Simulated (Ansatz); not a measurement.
# CH₅BOS₂: two torsions

Aim: map the energy of CH₅BOS₂, SMILES COB(S)S over two coordinates, and find its wells, ridges and stiffness.

Program: Ansatz 0.2.0. Level of theory: RKS PBE0-D4/def2-SVP. These are calculated values, not measurements.

## Step 1: The starting structure

SMILES `COB(S)S`, 10 atoms, charge 0, spin multiplicity 1.

Atoms are counted from 1 here; the program's logs count them from 0.

Bond lengths: C1–O2 1.421 Å, C1–H6 1.107 Å, C1–H7 1.112 Å, C1–H8 1.112 Å, O2–B3 1.363 Å, B3–S4 1.826 Å, B3–S5 1.836 Å, S4–H9 1.363 Å, S5–H10 1.361 Å. Angles: O2–C1–H6 108.1°, O2–C1–H7 111.3°, O2–C1–H8 111.3°, H6–C1–H7 108.8°, H6–C1–H8 108.8°, H7–C1–H8 108.4°, C1–O2–B3 122.5°, O2–B3–S4 119.0°, O2–B3–S5 120.5°, S4–B3–S5 120.4°, B3–S4–H9 94.6°, B3–S5–H10 95.9°.

Coordinates:

```
C     0.10689   -1.60937   -0.29885
O     0.01006   -0.53164    0.62148
B    -0.04334    0.76990    0.22104
S    -0.16698    2.08149    1.48603
S     0.00983    1.20002   -1.56315
H     0.14166   -2.55348    0.27906
H    -0.77139   -1.63889   -0.98097
H     1.02898   -1.53270   -0.91640
H    -0.16370    1.21683    2.53911
H    -0.06902    2.54653   -1.38434
```

This geometry comes from a loose relaxation at PBE in a small basis, which is not shown.

## Step 3: Setting up the map

- dihedral O2–B3–S5–H10: 10 values from −180 to 144 °, periodic
- dihedral C1–O2–B3–S4: 10 values from −180 to 144 °, periodic

Nothing else is relaxed (all other coordinates rigid). Energies count from the relaxed molecule at the same level. Points are written as (first, second).

(The set-up runs are not shown.)

## Step 4: Grid point (−144°, −108°)

Contents of input.yaml:

```yaml
crystal:
  periodic: [false, false, false]
  atoms:
    - { symbol: C, position_ang: [0.106574, -1.599189, -0.297352] }
    - { symbol: O, position_ang: [0.01045, -0.528597, 0.610175] }
    - { symbol: B, position_ang: [-0.04264, 0.762816, 0.219766] }
    - { symbol: S, position_ang: [1.400521, 1.831279, 0.496398] }
    - { symbol: S, position_ang: [-1.544802, 1.427274, -0.576012] }
    - { symbol: H, position_ang: [0.137929, -2.534258, 0.278097] }
    - { symbol: H, position_ang: [-0.763177, -1.628658, -0.975036] }
    - { symbol: H, position_ang: [1.023139, -1.526686, -0.906671] }
    - { symbol: H, position_ang: [2.148758, 0.866476, 1.073611] }
    - { symbol: H, position_ang: [-0.907855, 2.251019, -1.43342] }
basis:
  gaussian: { orbitals: def2-SVP }
hamiltonian:
  xc: pbe0
  dispersion: d4
output:
  forces: true
```

Started as:

```sh
ansatz run input.yaml --threads 1 --pin off --max-ram 2560MiB --backend cpu --events-out ev --progress --plain --runs-dir out
```

Further runs follow: the other points that were computed.

Q: Predict the outcome of this session. Wanted: lowest point; highest computed point; dipole moment.

The runs gave:

| quantity | value |
| --- | --- |
| lowest point | (−180°, −180°), 0 kJ/mol |
| highest computed point | (108°, 72°), 74 kJ/mol above the lowest |
| dipole moment (D) | 1.34 at (−180°, −180°) to 3.37 at (−72°, −36°); 1.34 at the lowest point |
| time for the whole task | 8.6 min on 1 thread, shared host |

The lowest computed point is at (−180°, −180°), 0 kJ/mol from the relaxed molecule at the same level. Higher local minima lie near (0°, −180°) (14 kJ/mol above the lowest at that grid point); (0°, 0°) (18 kJ/mol above the lowest at that grid point); (−180°, 0°) (19 kJ/mol above the lowest at that grid point). The highest computed point, (108°, 72°), lies 74 kJ/mol above the lowest. On the interpolated surface the easiest way out of the lowest well to the well at (−180°, 0°) passes a barrier of about 32 kJ/mol. Round the minimum the two coordinates are nearly uncoupled.
